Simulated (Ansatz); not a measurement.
**ZrB: a trigonal deformation path**

One table from this session's results is given with a row withheld; the runs are named, their logs left out.

Program: Ansatz 0.2.0. Level of theory: DFT PBE, scalar-relativistic, plane waves, PAW. These are calculated values, not measurements.

**The system as given**

Symmetry: Fm-3m, No. 225, cubic system. Conventional cell: a = 4.650 Å, b = 4.650 Å, c = 4.650 Å, α = 90.00°, β = 90.00°, γ = 90.00°. Zr (site symmetry m-3m) is surrounded by 6 B at 2.33 Å. Around B (site symmetry m-3m) lie 6 Zr at 2.33 Å.

Structure file:

```cif
data_structure
_symmetry_space_group_name_H-M 'P 1'
_symmetry_Int_Tables_number 1
_cell_length_a 3.2880
_cell_length_b 3.2880
_cell_length_c 3.2880
_cell_angle_alpha 60.000
_cell_angle_beta 60.000
_cell_angle_gamma 60.000
_cell_volume 25.14
loop_
_atom_site_label
_atom_site_type_symbol
_atom_site_fract_x
_atom_site_fract_y
_atom_site_fract_z
_atom_site_occupancy
Zr1 Zr 0.00000 0.00000 0.00000 1
B1 B 0.50000 0.50000 0.50000 1
```

No relaxation comes first: the listed cell is the starting point.

**The reference cell**

Reference values: F = -4340.1255 eV; pressure 34.81 GPa; largest force 0.000 eV/Å; gap on the mesh none (metal). It was computed beforehand with the settings of the runs below.

The first run:

At fixed volume and fractional coordinates, lengths along (0.577, 0.577, 0.577) are scaled against those across it; ρ is that ratio over its starting value.

Contents of input.yaml:

```yaml
crystal:
  lattice:
    - [-0.9764388137, 1.9528776273, 1.9528776273]
    - [1.9528776273, -0.9764388137, 1.9528776273]
    - [1.9528776273, 1.9528776273, -0.9764388137]
  atoms:
    - { symbol: Zr, position: [0.0, 0.0, 0.0] }
    - { symbol: B, position: [0.5, 0.5, 0.5] }
basis:
  ecutwfc: 420
kpoints:
  mp_grid: { grid: [20, 20, 20] }
hamiltonian:
  xc: pbe
scf:
  occupations: { method: gaussian, width: 0.15 }
output:
  forces: true
  stress: true
  eigenvalues: true
```

Command:

```sh
$ ansatz run input.yaml --threads 1 --pin off --max-ram 2560MiB --backend cpu --events-out ev --progress --plain --runs-dir out
```

Steps of the session up to this table: ρ = 0.500; Point ρ = 2.000; At ρ = 0.710; ρ = 1.410; Point ρ = 0.600; At ρ = 0.850; ρ = 1.200; ρ = 1.700; ρ = 0.930; Point ρ = 1.080.

One table of the session follows, with a row left open; its other results are not shown here.

It belongs to the step «The scan collected». The scan, with free energies counted from the undisturbed cell:

```
    ρ  ΔE (meV/atom)  pressure (GPa)
0.500          373.3            17.8
0.600          273.6            22.4
0.710          164.0            30.3
0.850           63.1            34.0
0.930           15.2            34.7
1.000            0.0            34.8
1.080           20.5            34.7
1.200          119.2            34.0
1.410          428.5            33.3
1.700              ?               ?
2.000         1302.2            29.3
```

**Question.** Estimate the row for ρ = 1.700.

Worked estimate for «ΔE (meV/atom)». A straight line through the neighbours (1.410, 428.5) and (2.000, 1302.2) gives 428.5 + (1302.2 − 428.5) × (1.700 − 1.410) / (2.000 − 1.410) = 857.9; a parabola fitted to 3 rows on both sides gives 857.1.

As computed: ΔE (meV/atom): 930.5; pressure (GPa): 32.8. In «ΔE (meV/atom)» the line misses by -72.6 and the parabola by -73.4.
